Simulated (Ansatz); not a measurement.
TaAs:

```xyz
4
Lattice="-1.7218 1.7218 5.8679 1.7218 -1.7218 5.8679 1.7218 1.7218 -5.8679" Properties=species:S:1:pos:R:3 pbc="T T T"
Ta    0.0000    0.0000    5.8676
Ta    1.7218    0.0000    2.9336
As    0.0000    0.0000    0.9698
As    0.0000    1.7218    3.9037
```

The cell is a database's computed one.

Base run:

- Program: Ansatz 0.2.0
- Functional: LDA
- Potentials or basis: all-electron LAPW, scalar-relativistic
- Cutoff: 272 eV (chosen from the basis error)
- Basis error allowed: 0.002 eV/atom
- k mesh: 11 × 11 × 11
- Occupations: fermi-dirac, width 0.05 eV
- Spin: no spin polarisation

Its results: pressure -7.5 GPa; largest force 0.017 eV/Å.

Problem. The run is repeated on the same cell with these changes: functional from LDA to PBE. What comes out?

Solution. Pressure 2.2 GPa; largest force 0.025 eV/Å.

PBE binds less tightly than LDA, so the same cell stands under more pressure.
